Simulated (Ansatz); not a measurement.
Ge2Sb2Te5, 9 atoms in the cell. Symmetry: P-3m1, No. 164, trigonal system. The conventional cell has a = 4.294 Å, b = 4.294 Å, c = 17.101 Å, α = 90.00°, β = 90.00°, γ = 120.00°. Te (site symmetry 3m) is surrounded by 3 Sb at 3.01 Å. Te (site symmetry 3m) is surrounded by 3 Ge at 3.00 Å and 3 Sb at 3.20 Å. Around Te (site symmetry -3m) lie 6 Ge at 3.04 Å. Sb (site symmetry 3m) has 6 Te at 3.01 to 3.20 Å as nearest neighbours. Around Ge (site symmetry 3m) lie 6 Te at 3.00 to 3.04 Å. The cell comes from a database or a generator and needn't be the stable form of this composition.

| Property | Result |
| --- | --- |
| Program | Ansatz 0.2.0 |
| Task | relaxation of cell and atoms |
| Functional | PBEsol |
| Dispersion | D3(BJ) |
| Potentials or basis | Ansatz PAW |
| Cutoff | 420 eV (not typed: the program's choice for these potentials) |
| k mesh | 7 × 7 × 2 |
| Occupations | fermi-dirac, width 0.05 eV |
| Spin | no spin polarisation |

Potentials or basis: Ansatz PAW.

Command:

```bash
$ ansatz run input.yaml --threads 4 --pin off --max-ram 11264MiB --backend cpu --events-out ev --progress --plain --runs-dir out
```

Hardware: 4 threads of Arm Neoverse V2 (shared host).

Estimate the wall time of this run.

Wall time 33 s on 4 threads of Arm Neoverse V2, on a shared host, peak memory 1 GiB. Counts: scf iterations 40, plane waves 4789, k points 16, bands 83, ion steps 6.
